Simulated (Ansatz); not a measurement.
**C2H5AlO: small, medium and large basis sets**

The task here is to estimate one member of a computed series from the others.

Method: one geometry, several basis sets; program: Ansatz 0.2.0, Gaussian basis.

Plan: PBE0-D4/def2-SVP; ωB97M-V/def2-SVP; PBE0-D4/def2-QZVPP; ωB97M-V/def2-QZVPP; the functionals' def2-TZVPP values are taken from earlier runs.

## The relaxed structure

An earlier PBE0-D4 in a triple-zeta def2 set relaxation fixed the geometry.

SMILES `[OH][Al]1[CH2][CH2]1`, 9 atoms, charge 0, spin multiplicity 1.

Atoms are counted from 1 here; the program's logs count them from 0.

Bond lengths: O1–Al2 1.687 Å, O1–H5 0.956 Å, Al2–C3 1.886 Å, Al2–C4 1.892 Å, C3–C4 1.619 Å, C3–H6 1.089 Å, C3–H7 1.089 Å, C4–H8 1.089 Å, C4–H9 1.089 Å. Angles: Al2–O1–H5 123.8°, O1–Al2–C3 153.1°, O1–Al2–C4 156.2°, C3–Al2–C4 50.7°, Al2–C3–C4 64.8°, Al2–C3–H6 123.1°, Al2–C3–H7 123.0°, C4–C3–H6 113.8°, C4–C3–H7 113.7°, H6–C3–H7 109.5°, Al2–C4–C3 64.4°, Al2–C4–H8 123.1°, Al2–C4–H9 123.2°, C3–C4–H8 113.7°, C3–C4–H9 113.8°, H8–C4–H9 109.5°.

Set-up of the first run:

in.yaml

```yaml
crystal:
  periodic: [false, false, false]
  atoms:
    - {symbol: O, position_ang: [-0.446362, 1.463254, -2.087370]}
    - {symbol: Al, position_ang: [-0.117510, 0.519615, -0.728164]}
    - {symbol: C, position_ang: [1.005663, -0.111495, 0.649505]}
    - {symbol: C, position_ang: [-0.491950, -0.726277, 0.645547]}
    - {symbol: H, position_ang: [-1.289957, 1.472104, -2.536696]}
    - {symbol: H, position_ang: [1.785500, -0.854083, 0.486949]}
    - {symbol: H, position_ang: [1.237699, 0.471672, 1.539505]}
    - {symbol: H, position_ang: [-0.523985, -1.802259, 0.479122]}
    - {symbol: H, position_ang: [-1.070598, -0.478730, 1.534501]}
basis:
  gaussian: {orbitals: def2-SVP}
hamiltonian: {xc: pbe0, dispersion: d4}
output: {orbitals: {seedname: orbitals}}
```

Started as:

```
ansatz run in.yaml --threads 2 --pin off --events-out ev --progress --plain --max-ram 4352MiB
```

Steps of the session up to this table: PBE0-D4 in def2-SVP; ωB97M-V in def2-SVP; PBE0-D4 in def2-QZVPP; ωB97M-V in def2-QZVPP.

One table of the session follows, with a row left open; its other results are not shown here.

It belongs to the step «Functionals by basis». 

```
functional       basis  HOMO (eV)
   PBE0-D4    def2-SVP      -5.83
   PBE0-D4  def2-TZVPP      -5.92
   PBE0-D4  def2-QZVPP          ?
   ωB97M-V    def2-SVP      -8.02
   ωB97M-V  def2-TZVPP      -8.12
   ωB97M-V  def2-QZVPP      -8.15
```

Estimate the missing values for PBE0-D4, def2-QZVPP.

The run gave: HOMO (eV): -5.94. In the column «HOMO (eV)» it lies between ωB97M-V, def2-SVP (-8.02) and PBE0-D4, def2-TZVPP (-5.92).
